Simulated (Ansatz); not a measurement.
# AlFe: a single-point run

Aim: a sound single-point run of AlFe. The structure is shown as the input types it.

Computed with Ansatz 0.2.0 (DFT, PBE, PAW with Ansatz's default frozen-core files, scalar-relativistic, unless a step's input says otherwise).

**1. The starting structure**

It takes space group Pm-3m (No. 221, cubic). The conventional cell has a = 5.499 Å, b = 5.499 Å, c = 5.499 Å, α = 90.00°, β = 90.00°, γ = 90.00°.

As a file:

```cif
data_structure
_symmetry_space_group_name_H-M 'Pm-3m'
_symmetry_Int_Tables_number 221
_cell_length_a 5.4991
_cell_length_b 5.4991
_cell_length_c 5.4991
_cell_angle_alpha 90.000
_cell_angle_beta 90.000
_cell_angle_gamma 90.000
_cell_volume 166.29
loop_
_atom_site_label
_atom_site_type_symbol
_atom_site_symmetry_multiplicity
_atom_site_Wyckoff_symbol
_atom_site_fract_x
_atom_site_fract_y
_atom_site_fract_z
_atom_site_occupancy
Al1 Al 1 a 0.00000 0.00000 0.00000 1
Fe1 Fe 1 b 0.50000 0.50000 0.50000 1
```

**2. The run**

input.yaml reads:

```yaml
crystal:
  lattice:
    - [5.49910295, 0.0, 0.0]
    - [0.0, 5.49910295, 0.0]
    - [0.0, 0.0, 10.9982059]
  atoms:
    - { symbol: Al, position: [0.0, 0.0, 0.0] }
    - { symbol: Al, position: [0.0, 0.0, 0.5] }
    - { symbol: Fe, position: [0.5, 0.5, 0.25], spin: 3.0 }
    - { symbol: Fe, position: [0.5, 0.5, 0.75], spin: 3.0 }
magnetization:
  spin_polarized: true
kpoints:
  mp_grid: { grid: [10, 10, 5] }
scf:
  occupations: { method: fermi_dirac, width: 0.1 }
  lower_state_search: "off"
  max_iter: 60
hamiltonian:
  xc: pbe
  pseudopotentials: { kind: paw }
output:
  forces: true
  stress: true
  eigenvalues: true
  populations: true
```

Run with:

```
> ansatz run input.yaml --threads 2 --pin off --max-ram 6144MiB --backend cpu --events-out ev --progress --plain --runs-dir out
```

**Question.** How will this run end, and is anything wrong with its input?

The program finished normally. That alone doesn't make the input a sound one.

The structure is inflated by the factor 1.89 between bohr and ångström. The shortest distance in the input is 4.76 Å, between atoms 1 (Al) and 3 (Fe).

What to do: convert the lengths to the unit that the input reads.
